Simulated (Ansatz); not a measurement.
## C2H6GeO2, SMILES [GeH3][O]C1CO1: a single point from an input written key by key, step by step

With the Python package of Ansatz (0.2.0).

Contents of `input.yaml`:
```yaml
crystal:
  periodic: [false, false, false]
  atoms:
    - { symbol: Ge, position_ang: [-1.5412, 0.3664, 0.6908] }
    - { symbol: O, position_ang: [0.1691, 0.7002, 0.8546] }
    - { symbol: C, position_ang: [0.773, -0.3856, 0.2342] }
    - { symbol: C, position_ang: [1.3926, -0.1233, -1.1198] }
    - { symbol: O, position_ang: [2.1631, -0.0961, -0.0072] }
    - { symbol: H, position_ang: [-2.371, 1.611, 1.3026] }
    - { symbol: H, position_ang: [-1.9252, 0.2995, -0.8204] }
    - { symbol: H, position_ang: [-1.9401, -0.883, 1.4024] }
    - { symbol: H, position_ang: [0.6941, -1.3931, 0.711] }
    - { symbol: H, position_ang: [1.1478, 0.8803, -1.5133] }
    - { symbol: H, position_ang: [1.5033, -1.0335, -1.7142] }
basis:
  gaussian: { orbitals: def2-SVP }
hamiltonian:
  xc: r2scan
output:
  forces: true
accuracy: medium
scf:
  lower_state_search: standard
```

Interactive session:
```pycon
>>> import ansatz
>>> import numpy as np
>>> session = ansatz.Session.from_deck("input.yaml")
>>> data = session.plan(threads=1).execute().report
>>> print("reference energy %16.6f eV" % data["reference_energy_ev"])
reference energy    -62766.835023 eV
>>> print("total energy     %16.6f eV" % data["free_energy_ev"])
total energy        -62766.835023 eV
>>> print("occupied orbitals outside the frozen core (up, down):", data["n_occupied"], " frozen:", data["n_frozen"], " virtual:", data["n_virtual"])
occupied orbitals outside the frozen core (up, down): [33, 33]  frozen: 0  virtual: [85, 85]
>>> symbols = ["Ge", "O", "C", "C", "O", "H", "H", "H", "H", "H", "H"]
>>> state = data["mean_field"]["state"]
>>> print(f"mean field: {state['energy']['hartree']:.7f} Ha, <S^2> = {abs(state['spin_squared']):.4f}, stability: {state.get('stability', {}).get('kind')}")
mean field: -2306.6386422 Ha, <S^2> = 0.0000, stability: minimum
>>> print("forces (eV/A)")
forces (eV/A)
>>> for symbol, f in zip(symbols, data["forces_ev_ang"]):
...     print(f"  {symbol:2s} {f[0]:9.4f} {f[1]:9.4f} {f[2]:9.4f}")
...
  Ge   -2.9008    2.0084   -0.2911
  O     0.5979   -0.8046    0.0859
  C     2.8065    1.1039   -0.3235
  C    -2.0582   -0.6180    0.0767
  O     0.9097   -0.2022    1.9957
  H     0.7789   -0.8693   -0.3233
  H     0.2409   -0.1114    0.2987
  H    -0.0354   -0.7620    0.3894
  H    -0.4410    0.4537   -0.4051
  H    -0.0275   -0.4514   -0.5777
  H     0.1289    0.2529   -0.9257
>>> charges = data["charge_distribution"]
>>> dipole = np.array(charges["dipole_moment_e_ang"]) * 4.803205
>>> print("dipole (D): {:.3f} {:.3f} {:.3f}, length {:.3f}".format(*dipole, np.linalg.norm(dipole)))
dipole (D): -1.969 -1.393 -1.015, length 2.617
>>> print("atom  Mulliken   Lowdin")
atom  Mulliken   Lowdin
>>> for symbol, m, l in zip(symbols, charges["mulliken_charges_e"], charges["lowdin_charges_e"]):
...     print(f"{symbol:4s} {m:9.3f} {l:8.3f}")
...
Ge       0.499    0.119
O       -0.453    0.073
C        0.136   -0.085
C        0.192    0.008
O       -0.327    0.036
H       -0.067   -0.044
H       -0.077   -0.054
H       -0.076   -0.061
H        0.079    0.014
H        0.053    0.002
H        0.041   -0.010
```

The settings weren't tested for convergence. The geometry is a force-field or estimated start, not a minimum of this method, and the basis set is short of its limit. The Löwdin charges here are taken after orthogonalising the functions within each atom; they differ from plain Löwdin charges, and their signs can be unphysical. Run time: 9.4 s on 1 thread of Arm Neoverse V1, on a shared host, peak memory 0.23 GiB.
